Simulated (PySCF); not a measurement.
# C2H9FOSi2: runs on many settings, part 2 of 2

PySCF 2.14.0. Atoms count from 0.

## Step 5: J couplings: KT2/aug-pcSseg-1

Job settings and geometry (Å):

```
{"job": {"kind": "j", "xc": "KT2", "basis": "aug-pcSseg-1"}, "charge": 0, "multiplicity": 1}
C     -2.511529     0.305139    -0.378276
C     -1.504177    -0.054660     0.701193
O     -0.210504    -0.064260     0.153441
Si     1.197718    -0.520317     0.791972
F      1.381449     0.263395     2.203314
Si     2.715202     0.179086    -0.767143
H     -2.478362    -0.430523    -1.177922
H     -3.512625     0.329674     0.043058
H     -2.276466     1.280642    -0.795852
H     -1.730181    -1.041392     1.121153
H     -1.536317     0.676372     1.516907
H      1.148409    -1.892968     1.298805
H      2.609383    -0.577259    -2.018811
H      2.631663     1.600761    -1.121652
H      4.071923    -0.045700    -0.257048
```

Method: KT2/aug-pcSseg-1 indirect spin-spin coupling, non-relativistic, gas phase.

The log of the run:

```text
coarse grid: 13176 points
cycle   1  E = -844.2123907171  dE =  4.522e-01  |g| = 1.034e+00  |ddm| = 5.634e+00
cycle   2  E = -843.3103103892  dE =  9.021e-01  |g| = 2.365e+00  |ddm| = 5.888e+00
cycle   3  E = -844.3929906818  dE = -1.083e+00  |g| = 2.206e-01  |ddm| = 5.132e+00
cycle   4  E = -844.4008034862  dE = -7.813e-03  |g| = 1.498e-01  |ddm| = 6.064e-01
cycle   5  E = -844.4048662982  dE = -4.063e-03  |g| = 4.995e-02  |ddm| = 2.460e-01
cycle   6  E = -844.4052677367  dE = -4.014e-04  |g| = 1.393e-02  |ddm| = 9.889e-02
cycle   7  E = -844.4053107461  dE = -4.301e-05  |g| = 2.385e-03  |ddm| = 2.179e-02
cycle   8  E = -844.4053118852  dE = -1.139e-06  |g| = 6.212e-04  |ddm| = 6.459e-03
final grid: 117432 points
cycle   9  E = -844.5317974306  dE = -1.550e-04  |g| = 3.144e-02  |ddm| = 1.338e-01
cycle  10  E = -844.5313255021  dE =  4.719e-04  |g| = 6.054e-02  |ddm| = 1.155e-01
cycle  11  E = -844.5319333308  dE = -6.078e-04  |g| = 6.857e-03  |ddm| = 9.162e-02
cycle  12  E = -844.5319402450  dE = -6.914e-06  |g| = 2.563e-03  |ddm| = 1.418e-02
cycle  13  E = -844.5319415061  dE = -1.261e-06  |g| = 3.974e-04  |ddm| = 3.775e-03
cycle  14  E = -844.5319415419  dE = -3.577e-08  |g| = 1.012e-04  |ddm| = 7.504e-04
cycle  15  E = -844.5319415435  dE = -1.693e-09  |g| = 2.675e-05  |ddm| = 1.734e-04
cycle  16  E = -844.5319415438  dE = -2.317e-10  |g| = 4.041e-06  |ddm| = 7.270e-05
converged SCF energy = -844.5319415438

Indirect spin-spin couplings (Hz)
  i      j    bonds     total        FC       PSO       DSO        SD
  0 C    1 C    1     45.764    46.249    -0.688     0.203         -
  0 C    2 O    2     -5.848    -6.011     0.183    -0.020         -
  0 C    3 Si   3     -4.452    -4.332    -0.101     0.051    -0.071
  0 C    6 H    1    143.350   141.483     1.212     0.656         -
  0 C    7 H    1    138.562   136.615     1.329     0.618         -
  0 C    8 H    1    143.942   142.089     1.196     0.657         -
  0 C    9 H    2     -1.853    -1.710     0.040    -0.183         -
  0 C   10 H    2     -1.773    -1.631     0.039    -0.182         -
  0 C   14 H    5     -0.197    -0.110     0.125    -0.211         -
  1 C    2 O    1      9.885    10.990    -0.944    -0.161         -
  1 C    3 Si   2      4.347     3.975     0.379     0.037    -0.044
  1 C    4 F    3      0.393     0.207     0.139    -0.026     0.073
  1 C    5 Si   3     -2.588    -2.555    -0.051     0.049    -0.031
  1 C    6 H    2     -5.444    -5.336    -0.001    -0.108         -
  1 C    7 H    2      1.342     1.328     0.122    -0.108         -
  1 C    8 H    2     -5.399    -5.299     0.007    -0.106         -
  1 C    9 H    1    148.073   146.933     0.111     1.029         -
  1 C   10 H    1    152.813   151.723     0.061     1.029         -
  1 C   11 H    3      0.541     0.576     0.042    -0.077         -
  1 C   12 H    4     -0.456    -0.396     0.130    -0.191         -
  1 C   13 H    4     -0.268    -0.227     0.114    -0.155         -
  1 C   14 H    4      1.377     1.508     0.171    -0.302         -
  2 O    3 Si   1    -24.098   -16.369    -8.024     0.082     0.213
  2 O    4 F    2    -12.748    -5.885    -1.721     0.090    -5.231
  2 O    5 Si   2     11.386    11.342     0.022     0.006     0.015
  2 O    6 H    3     -1.176    -1.033    -0.062    -0.081         -
  2 O    7 H    3    -12.682   -12.801    -0.090     0.210         -
  2 O    8 H    3     -1.383    -1.234    -0.060    -0.089         -
  2 O    9 H    2     -1.232    -0.675    -0.583     0.025         -
  2 O   10 H    2     -1.868    -1.266    -0.611     0.009         -
  2 O   11 H    2     -2.421    -2.898     0.324     0.153         -
  2 O   12 H    3      0.736     0.747     0.004    -0.015         -
  2 O   13 H    3      1.020     1.018     0.038    -0.036         -
  2 O   14 H    3     -9.133    -9.293    -0.040     0.200         -
  3 Si   4 F    1    309.055   250.045    66.870    -0.372    -7.488
  3 Si   5 Si   1     99.550    98.422    -1.134     0.058     2.205
  3 Si   6 H    4      0.423     0.457    -0.138     0.134    -0.031
  3 Si   7 H    4     -2.164    -2.129    -0.236     0.228    -0.027
  3 Si   8 H    4      0.449     0.513    -0.182     0.163    -0.045
  3 Si   9 H    3     -1.320    -1.541     0.182     0.009     0.031
  3 Si  10 H    3     -0.649    -0.779     0.058     0.081    -0.008
  3 Si  11 H    1   -215.190  -215.516     1.270    -0.519    -0.426
  3 Si  12 H    2     -6.263    -6.270     0.026     0.069    -0.087
  3 Si  13 H    2      1.172     1.121     0.005     0.106    -0.059
  3 Si  14 H    2     -6.988    -6.971     0.028     0.046    -0.091
  4 F    5 Si   2    -16.507   -16.269     1.985     0.106    -2.329
  4 F    9 H    4      1.045     0.786     0.550    -0.299     0.008
  4 F   10 H    4      2.306     1.885    -0.359     0.879    -0.098
  4 F   11 H    2     53.135    57.089    -2.655    -0.622    -0.678
  4 F   12 H    3     15.613    17.033     0.180    -1.631     0.031
  4 F   13 H    3     -2.763    -2.326    -0.054    -0.384     0.002
  4 F   14 H    3     -2.070    -1.936     0.115    -0.225    -0.024
  5 Si   7 H    5     -0.352    -0.377    -0.128     0.149     0.004
  5 Si   9 H    4      0.568     0.550    -0.146     0.200    -0.037
  5 Si  10 H    4      0.557     0.515    -0.119     0.165    -0.004
  5 Si  11 H    2    -32.860   -33.040     0.000     0.217    -0.038
  5 Si  12 H    1   -175.361  -175.169     0.333    -0.187    -0.338
  5 Si  13 H    1   -189.672  -189.547     0.409    -0.190    -0.344
  5 Si  14 H    1   -165.130  -164.907     0.299    -0.188    -0.335
  6 H    7 H    2    -14.178   -14.075     2.663    -2.767         -
  6 H    8 H    2    -12.700   -12.650     2.530    -2.581         -
  6 H    9 H    3      3.817     3.839     0.353    -0.375         -
  6 H   10 H    3     12.545    12.909     2.443    -2.807         -
  6 H   14 H    6     -0.292     0.037     0.397    -0.726         -
  7 H    8 H    2    -14.359   -14.255     2.656    -2.760         -
  7 H    9 H    3      0.958     0.970     0.416    -0.428         -
  7 H   10 H    3      1.110     1.118     0.386    -0.393         -
  7 H   12 H    6     -0.150    -0.050     0.513    -0.613         -
  8 H    9 H    3     12.266    12.631     2.451    -2.816         -
  8 H   10 H    3      3.579     3.605     0.364    -0.390         -
  8 H   11 H    5     -0.274     0.015     0.862    -1.151         -
  8 H   14 H    6     -0.290     0.041     0.368    -0.699         -
  9 H   10 H    2    -10.822   -10.815     1.841    -1.848         -
  9 H   11 H    4      0.687     0.395    -0.777     1.069         -
  9 H   14 H    5     -0.526    -0.110     0.595    -1.011         -
 10 H   14 H    5     -0.522    -0.124     0.566    -0.964         -
 11 H   12 H    3     -2.625    -2.262     0.240    -0.603         -
 11 H   13 H    3      6.724     7.814     0.885    -1.976         -
 11 H   14 H    3     -2.694    -2.365     0.218    -0.547         -
 12 H   13 H    2     -8.375    -7.399     0.848    -1.824         -
 12 H   14 H    2    -10.432    -9.463     0.858    -1.827         -
 13 H   14 H    2     -8.891    -7.925     0.841    -1.807         -
```

Run time: 49 s. Hardware: 1 thread of Arm Neoverse V2, shared host; peak memory 0.73 GiB.

The basis is not made for couplings: without tight functions at the nuclei these values are rough.

A choice of the couplings up to four bonds, sorted by the number of bonds, with means over like pairs; isotopes 13C, 19F, 1H, 17O, 29Si:

```
   pair  bonds  J (Hz)  Fermi contact (Hz)  dihedral (°)
 Si3–F4      1   309.1               250.0             –
Si3–H11      1  -215.2              -215.5             –
Si5–H12      1  -176.7              -176.5             –
 C1–H10      1   152.8               151.7             –
  C1–H9      1   148.1               146.9             –
  C0–H6      1   142.0               140.1             –
Si3–Si5      1    99.5                98.4             –
  C0–C1      1    45.8                46.2             –
 O2–Si3      1   -24.1               -16.4             –
 F4–H11      2    53.1                57.1             –
Si5–H11      2   -32.9               -33.0             –
 F4–Si5      2   -16.5               -16.3             –
  H6–H7      2   -13.7               -13.7             –
  O2–F4      2   -12.7                -5.9             –
 O2–Si5      2    11.4                11.3             –
 H9–H10      2   -10.8               -10.8             –
H12–H13      2    -9.2                -8.3             –
  C0–O2      2    -5.8                -6.0             –
 H6–H10      3     5.7                 5.9             –
  H6–H9      3     5.7                 5.8             –
  O2–H6      3    -5.1                -5.0             –
 C0–Si3      3    -4.5                -4.3          -173
 F4–H12      3     3.6                 4.3             –
 C1–Si5      3    -2.6                -2.6          -171
 O2–H12      3    -2.5                -2.5             –
 Si3–H9      3    -1.3                -1.5           -52
 F4–H10      4     2.3                 1.9             –
  F4–H9      4     1.0                 0.8             –
```

The spin-dipole term was solved for some atoms only; pairs without it lack that part.

The response was solved for the nuclei of C, F, H, Si alone, so couplings that need other nuclei can be missing.

Quadrupole couplings from the field gradients of the same density:

```
atom  isotope  eQq/h (MHz)     η
  O2      17O       -9.899  0.25
```

Shifts (PBE0/pcSseg-1, unscaled) and these couplings together give the proton spectrum at 400 MHz below.

¹H NMR δ 5.55 (d, J = 53.1 Hz, 1H), 4.38 (dqd, J = 10.8, 5.7, 2.3 Hz, 1H), 3.98 (dqd, J = 10.8, 5.7, 1.0 Hz, 1H), 3.26 (d, J = 3.6 Hz, 3H), 1.37 (t, J = 5.7 Hz, 3H).

## Step 6: J couplings: PBE0/aug-pcSseg-1 in dichloromethane

Settings changed since step 5:

```diff
@@ -1,2 +1,2 @@
-{"job": {"kind": "j", "xc": "KT2", "basis": "aug-pcSseg-1"}, "charge": 0, "multiplicity": 1}
+{"job": {"kind": "j", "xc": "PBE0", "basis": "aug-pcSseg-1", "solvent": "dichloromethane", "scf": {"guess": "atom"}}, "charge": 0, "multiplicity": 1}
 C     -2.511529     0.305139    -0.378276
```

Method: PBE0/aug-pcSseg-1 indirect spin-spin coupling, non-relativistic, IEF-PCM dichloromethane.

The log of the run:

```text
final grid: 117432 points
cycle   1  E = -834.8887144652  dE =  1.147e+00  |g| = 1.265e+00  |ddm| = 5.836e+00
cycle   2  E = -834.5005621290  dE =  3.882e-01  |g| = 1.875e+00  |ddm| = 4.102e+00
cycle   3  E = -835.2021825320  dE = -7.016e-01  |g| = 2.778e-01  |ddm| = 3.072e+00
cycle   4  E = -835.2158115393  dE = -1.363e-02  |g| = 8.579e-02  |ddm| = 4.094e-01
cycle   5  E = -835.2170906098  dE = -1.279e-03  |g| = 2.867e-02  |ddm| = 1.294e-01
cycle   6  E = -835.2172205281  dE = -1.299e-04  |g| = 7.843e-03  |ddm| = 4.681e-02
cycle   7  E = -835.2172315365  dE = -1.101e-05  |g| = 1.582e-03  |ddm| = 1.119e-02
cycle   8  E = -835.2172320414  dE = -5.049e-07  |g| = 2.923e-04  |ddm| = 3.882e-03
cycle   9  E = -835.2172320583  dE = -1.690e-08  |g| = 1.236e-04  |ddm| = 6.589e-04
cycle  10  E = -835.2172320618  dE = -3.534e-09  |g| = 2.325e-05  |ddm| = 1.763e-04
cycle  11  E = -835.2172320620  dE = -1.132e-10  |g| = 3.663e-06  |ddm| = 5.614e-05
converged SCF energy = -835.2172320620

Indirect spin-spin couplings (Hz)
  i      j    bonds     total        FC       PSO       DSO        SD
  0 C    1 C    1     55.799    56.268    -0.672     0.203         -
  0 C    2 O    2     -5.950    -6.101     0.171    -0.020         -
  0 C    3 Si   3     -4.520    -4.404    -0.097     0.052    -0.070
  0 C    6 H    1    144.909   142.980     1.266     0.663         -
  0 C    7 H    1    141.208   139.251     1.337     0.620         -
  0 C    8 H    1    145.128   143.206     1.258     0.665         -
  0 C    9 H    2     -2.965    -2.839     0.057    -0.183         -
  0 C   10 H    2     -2.912    -2.786     0.056    -0.182         -
  0 C   14 H    5     -0.168    -0.082     0.125    -0.211         -
  1 C    2 O    1      6.214     7.591    -1.216    -0.160         -
  1 C    3 Si   2      4.480     4.112     0.374     0.037    -0.043
  1 C    4 F    3      0.538     0.399     0.121    -0.026     0.044
  1 C    5 Si   3     -2.682    -2.654    -0.050     0.049    -0.027
  1 C    6 H    2     -5.898    -5.796     0.006    -0.108         -
  1 C    7 H    2     -0.035    -0.068     0.140    -0.106         -
  1 C    8 H    2     -5.880    -5.786     0.013    -0.107         -
  1 C    9 H    1    151.953   150.802     0.123     1.028         -
  1 C   10 H    1    155.241   154.116     0.092     1.033         -
  1 C   11 H    3      0.493     0.525     0.045    -0.077         -
  1 C   12 H    4     -0.416    -0.356     0.131    -0.191         -
  1 C   13 H    4     -0.236    -0.195     0.115    -0.156         -
  1 C   14 H    4      1.184     1.315     0.171    -0.302         -
  2 O    3 Si   1    -18.953   -10.806    -8.402     0.082     0.174
  2 O    4 F    2    -12.491    -6.932    -1.528     0.090    -4.122
  2 O    5 Si   2     12.743    12.706     0.013     0.006     0.018
  2 O    6 H    3     -1.572    -1.420    -0.071    -0.081         -
  2 O    7 H    3    -11.716   -11.819    -0.107     0.210         -
  2 O    8 H    3     -1.768    -1.611    -0.068    -0.090         -
  2 O    9 H    2     -1.551    -0.982    -0.595     0.026         -
  2 O   10 H    2     -2.114    -1.499    -0.625     0.010         -
  2 O   11 H    2     -3.260    -3.711     0.299     0.153         -
  2 O   12 H    3      0.614     0.626     0.003    -0.015         -
  2 O   13 H    3      0.859     0.858     0.037    -0.036         -
  2 O   14 H    3     -8.396    -8.551    -0.045     0.200         -
  3 Si   4 F    1    305.094   249.340    63.633    -0.372    -7.507
  3 Si   5 Si   1    129.050   127.370    -0.947     0.058     2.569
  3 Si   6 H    4      0.264     0.301    -0.139     0.135    -0.033
  3 Si   7 H    4     -1.942    -1.910    -0.234     0.228    -0.026
  3 Si   8 H    4      0.252     0.316    -0.181     0.163    -0.046
  3 Si   9 H    3     -1.396    -1.619     0.182     0.010     0.030
  3 Si  10 H    3     -0.755    -0.877     0.049     0.082    -0.009
  3 Si  11 H    1   -218.977  -219.366     1.323    -0.518    -0.416
  3 Si  12 H    2     -6.484    -6.470     0.016     0.069    -0.098
  3 Si  13 H    2      0.358     0.322    -0.004     0.106    -0.066
  3 Si  14 H    2     -6.160    -6.115     0.014     0.045    -0.104
  4 F    5 Si   2    -24.149   -23.982     1.874     0.106    -2.147
  4 F    9 H    4      0.875     0.709     0.474    -0.299    -0.009
  4 F   10 H    4      2.216     1.854    -0.417     0.877    -0.097
  4 F   11 H    2     57.791    61.222    -2.160    -0.620    -0.651
  4 F   12 H    3     16.245    17.600     0.264    -1.628     0.009
  4 F   13 H    3     -2.930    -2.516    -0.029    -0.383    -0.002
  4 F   14 H    3     -2.484    -2.347     0.102    -0.223    -0.015
  5 Si   7 H    5     -0.278    -0.303    -0.129     0.149     0.005
  5 Si   9 H    4      0.417     0.400    -0.147     0.200    -0.036
  5 Si  10 H    4      0.461     0.422    -0.121     0.165    -0.005
  5 Si  11 H    2    -30.916   -31.079    -0.014     0.217    -0.041
  5 Si  12 H    1   -179.674  -179.621     0.398    -0.188    -0.263
  5 Si  13 H    1   -190.614  -190.611     0.459    -0.191    -0.271
  5 Si  14 H    1   -167.904  -167.806     0.344    -0.190    -0.253
  6 H    7 H    2    -13.922   -13.821     2.661    -2.763         -
  6 H    8 H    2    -12.707   -12.664     2.533    -2.576         -
  6 H    9 H    3      3.804     3.825     0.353    -0.374         -
  6 H   10 H    3     10.882    11.223     2.465    -2.806         -
  6 H   14 H    6     -0.303     0.026     0.397    -0.725         -
  7 H    8 H    2    -14.028   -13.926     2.654    -2.756         -
  7 H    9 H    3      1.309     1.321     0.414    -0.426         -
  7 H   10 H    3      1.451     1.458     0.382    -0.389         -
  8 H    9 H    3     10.675    11.016     2.475    -2.816         -
  8 H   10 H    3      3.607     3.632     0.363    -0.388         -
  8 H   11 H    5     -0.246     0.039     0.865    -1.150         -
  8 H   14 H    6     -0.302     0.029     0.368    -0.699         -
  9 H   10 H    2    -11.191   -11.196     1.858    -1.853         -
  9 H   11 H    4      0.835     0.549    -0.783     1.069         -
  9 H   14 H    5     -0.477    -0.063     0.596    -1.010         -
 10 H   14 H    5     -0.478    -0.082     0.567    -0.963         -
 11 H   12 H    3     -2.070    -1.706     0.237    -0.601         -
 11 H   13 H    3      5.682     6.769     0.886    -1.973         -
 11 H   14 H    3     -2.147    -1.817     0.216    -0.545         -
 12 H   13 H    2     -7.234    -6.251     0.835    -1.818         -
 12 H   14 H    2     -9.228    -8.253     0.844    -1.819         -
 13 H   14 H    2     -7.719    -6.747     0.827    -1.800         -
```

Run time: 64 s. Hardware: 1 thread of Arm Neoverse V2, shared host; peak memory 1.2 GiB.

The basis is not made for couplings: without tight functions at the nuclei these values are rough.

In short: J(Si3,F4) 305.1 Hz, J(Si3,H11) -219.0 Hz, J(Si5,H12) -179.4 Hz (means over like pairs).

## Step 7: Comparing the runs: electronic excitations

Excitations and ground-state properties, with basis size and wall time:

```
           run  lowest singlet (eV)  brightest (eV)      f  gap (eV)  α (Å³)  μ (D)  functions  time
PBE0/def2-SVPD                 6.69            7.35  0.047      7.92   12.35   1.63        206  26 s
 PBE0/def2-SVP                 6.88            9.22  0.163      8.10   10.75   1.60        137  17 s
```

## Step 8: Run by run: spin-spin couplings

Couplings (Hz), each a mean over the pairs like the one named, with basis size and wall time:

```
                                 run  Si3–F4  Si3–H11  Si5–H12  C1–H10  C1–H9  C0–H6  Si3–Si5  functions  time
                    KT2/aug-pcSseg-1   309.1   -215.2   -176.7   152.8  148.1  142.0     99.5        251  49 s
PBE0/aug-pcSseg-1 in dichloromethane   305.1   -219.0   -179.4   155.2  152.0  143.7    129.1        251  64 s
```

## Step 9: Outcome

This closing draws on all 2 parts.

| quantity | value |
| --- | --- |
| ¹³C shifts against TMS (PBE0/pcSseg-1) | 64.1, 20.4 ppm |
| ¹H shifts against TMS (PBE0/pcSseg-1, means over atoms taken as alike) | 5.55, 4.38, 3.98, 3.26, 1.37 ppm |
| ¹⁷O shifts against H2O (PBE0/pcSseg-1) | 84.2 ppm |
| ²⁹Si shifts against TMS (PBE0/pcSseg-1) | 1.1, -123.5 ppm |
| ¹⁹F shifts against CFCl3 (PBE0/pcSseg-1) | -160.5 ppm |
| lowest singlet (PBE0/def2-SVPD) | 6.69 eV (185 nm), f = 0.033 |
| brightest single state of those computed | state 3, 7.35 eV, f = 0.047 |
| lowest triplet | 5.85 eV |
| largest coupling of the table (KT2/aug-pcSseg-1) | ¹J(Si,F) Si3–F4, 309.1 Hz |
| range of the lowest singlet | 6.69 to 6.88 eV |
| range of J(Si3,F4), mean over like pairs | 305.1 to 309.1 Hz |

Single values in the summary come from the first run of each kind that ended normally (PBE0/pcSseg-1; PBE0/def2-SVPD; KT2/aug-pcSseg-1), which need not be the best level. At PBE0/pcSseg-1: The largest span, 142 ppm, is at F4, where the paramagnetic term is -139 ppm. The first singlet state (HOMO→LUMO 0.96) lies at 6.69 eV and is weak; of the 6 states computed, the strongest absorption comes from state 3 at 7.35 eV. The lowest triplet lies 0.84 eV below the lowest singlet (triplets in Tamm-Dancoff, singlets in full TDDFT). In the run at KT2/aug-pcSseg-1, the largest coupling of the table is Si3–F4, 309.1 Hz, of which the Fermi-contact term gives 250.0 Hz. Couplings across rotatable bonds belong to this one conformer; where others are populated, the observed values are averages. The lowest singlet runs from 6.69 eV (PBE0/def2-SVPD) to 6.88 eV (PBE0/def2-SVP), while the orbital gap spans 7.92 to 8.10 eV. The lowest state need not be the same one in every run. The runs solved for a few states only, so the brightest column depends on that window. The coupling Si3–F4, as a mean over pairs of its kind, runs from 305.1 Hz (PBE0/aug-pcSseg-1 in dichloromethane) to 309.1 Hz (KT2/aug-pcSseg-1). Couplings from bases without tight functions are rough.
